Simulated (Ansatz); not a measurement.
# C2HF2Si (SMILES [C]#C[SiH](F)F): UHF/3-21G

What is the vertical ionisation energy of C2HF2Si at UHF/3-21G? 

Program for the calculation: Ansatz 0.2.0.

45 further runs of the same task are left out: 45 set aside as unsound or not needed.

## (1) The system as given

C2HF2Si has 6 atoms, charge 0, and is taken as a doublet. SMILES: `[C]#C[SiH](F)F`. Geometry: relaxed at PBE0-D4/def2-TZVP.

Bond lengths: C1–C2 1.211 Å, C2–Si3 1.812 Å, Si3–F4 1.580 Å, Si3–F5 1.580 Å, Si3–H6 1.468 Å. Angles: C1–C2–Si3 176.8°, C2–Si3–F4 108.8°, C2–Si3–F5 108.8°, F4–Si3–F5 107.9°, C2–Si3–H6 112.5°, F4–Si3–H6 109.4°, F5–Si3–H6 109.4°.

## (2) The energy at UHF/3-21G

run.yaml

```yaml
crystal:
  periodic: [false, false, false]
  atoms:
    - {symbol: C, position_ang: [0.858400, -2.085100, 1.052200]}
    - {symbol: C, position_ang: [0.445300, -1.082600, 0.512900]}
    - {symbol: Si, position_ang: [-0.183000, 0.459200, -0.201300]}
    - {symbol: F, position_ang: [-1.479900, 0.138200, -1.044000]}
    - {symbol: F, position_ang: [0.904100, 1.043400, -1.187100]}
    - {symbol: H, position_ang: [-0.502800, 1.463000, 0.821300]}
basis:
  gaussian: {orbitals: 3-21G.json}
magnetization: {spin_polarized: true, initial_magnetization: 1}
hamiltonian: {xc: hf}
accuracy: high
output: {orbitals: {seedname: orbitals}}
```

The basis set 3-21G is read from a file made from the Basis Set Exchange's data (not shown).

Launch:

```console
$ ansatz run run.yaml --threads 1 --pin off --max-ram 3480MiB --events-out events.jsonl --progress --plain --runs-dir runs
```

The program printed:

```text
Warning: RAYON_NUM_THREADS=1 ignored (pool sized by the plan → 1); use --threads N
Functional definition: HF
  name "HF"
  exchange = exact_x
  correlation = 0
1121 factors; integrals over basis functions are off by at most 6.6e-9 eV
mean field evaluation 1: about -15264.3373 eV, gradient 2.4e1 eV
mean field evaluation 2: about -15264.3508 eV, gradient 2.4e1 eV
mean field evaluation 4: about -15267.5522 eV, gradient 3.3e0 eV
mean field evaluation 8: about -15268.0248 eV, gradient 1.3e0 eV
mean field evaluation 16: about -15268.2257 eV, gradient 1.3e-8 eV
mean field evaluation 32: about -15267.1035 eV, gradient 7.1e-1 eV
mean field evaluation 64: about -15266.9379 eV, gradient 1.3e1 eV
mean field -15268.22568656 eV, -561.0969448061 hartree, gradient 8.7e-8 eV, S^2 1.224149; 0 other end points of the search recorded, 0 dependent functions left out
reference -15268.22568656 eV, -561.0969448061 hartree; 23, 22 occupied and 28, 29 virtual orbitals, 1121 factors
Total energy: -15268.22568656 eV, -561.0969448061 hartree
```

It took 2.3 s on 1 thread of Intel Xeon Platinum 8259CL at 2.50GHz (Skylake/Cascade Lake), shared host; peak memory 0.15 GiB.

## (3) The singlet cation at the same level

Edit run.yaml of step 2 so:

```diff
@@ -10,5 +10,7 @@
 basis:
-  gaussian: {orbitals: 3-21G.json}
-magnetization: {spin_polarized: true, initial_magnetization: 1}
-hamiltonian: {xc: hf}
+  gaussian:
+    orbitals: 3-21G.json
+total_charge: 1
+hamiltonian:
+  xc: hf
 accuracy: high
```

The basis set 3-21G is read from a file made from the Basis Set Exchange's data (not shown).

Launch:

```console
$ ansatz run run.yaml --threads 1 --pin off --max-ram 3480MiB --events-out events.jsonl --progress --plain --runs-dir runs
```

The program printed:

```text
Warning: RAYON_NUM_THREADS=1 ignored (pool sized by the plan → 1); use --threads N
[... 4 set-up lines as earlier in the session ...]
1120 factors; integrals over basis functions are off by at most 6.6e-9 eV
mean field evaluation 1: about -15244.9360 eV, gradient 6.2e1 eV
mean field evaluation 2: about -15245.2387 eV, gradient 6.2e1 eV
mean field evaluation 4: about -15252.0879 eV, gradient 1.6e1 eV
mean field evaluation 8: about -15253.1143 eV, gradient 1.2e0 eV
mean field evaluation 16: about -15253.1681 eV, gradient 4.3e-1 eV
mean field evaluation 32: about -15254.1114 eV, gradient 9.1e-8 eV
mean field evaluation 64: about -15254.0522 eV, gradient 1.3e-1 eV
mean field evaluation 96: about -15253.7164 eV, gradient 1.7e0 eV
mean field evaluation 128: about -15254.0913 eV, gradient 1.9e0 eV
mean field evaluation 160: about -15253.1379 eV, gradient 2.6e0 eV
mean field evaluation 192: about -15253.1672 eV, gradient 1.5e-6 eV
mean field -15254.11142520 eV, -560.5782552679 hartree, gradient 9.1e-8 eV, S^2 0.000000; 6 other end points of the search recorded, 0 dependent functions left out
reference -15254.11142520 eV, -560.5782552679 hartree; 22, 22 occupied and 29, 29 virtual orbitals, 1120 factors
Total energy: -15254.11142520 eV, -560.5782552679 hartree
```

It took 3.6 s on 1 thread of Intel Xeon Platinum 8259CL at 2.50GHz (Skylake/Cascade Lake), shared host; peak memory 0.13 GiB.

## (4) Results

At UHF/3-21G:

| quantity | value |
| --- | --- |
| doublet C2HF2Si: total energy | -561.09694 Eh |
| doublet C2HF2Si: HOMO energy (highest over α and β) | -12.34 eV |
| doublet C2HF2Si: LUMO energy (lowest over α and β) | 1.04 eV |
| doublet C2HF2Si: ⟨S²⟩ | 1.224 |
| singlet cation: total energy | -560.57826 Eh |
| singlet cation: HOMO energy | -20.63 eV |
| singlet cation: LUMO energy | -11.89 eV |
| singlet cation: HOMO–LUMO gap | 8.74 eV |
| vertical ionisation energy (to the singlet cation) | 14.114 eV |

In words: The vertical ionisation energy comes to 14.11 eV (325 kcal/mol). Only the singlet of the ionised species was computed; a triplet could lie lower. ⟨S²⟩ (doublet C2HF2Si) is 1.22 where a pure doublet has 0.75: the reference is spin-contaminated.
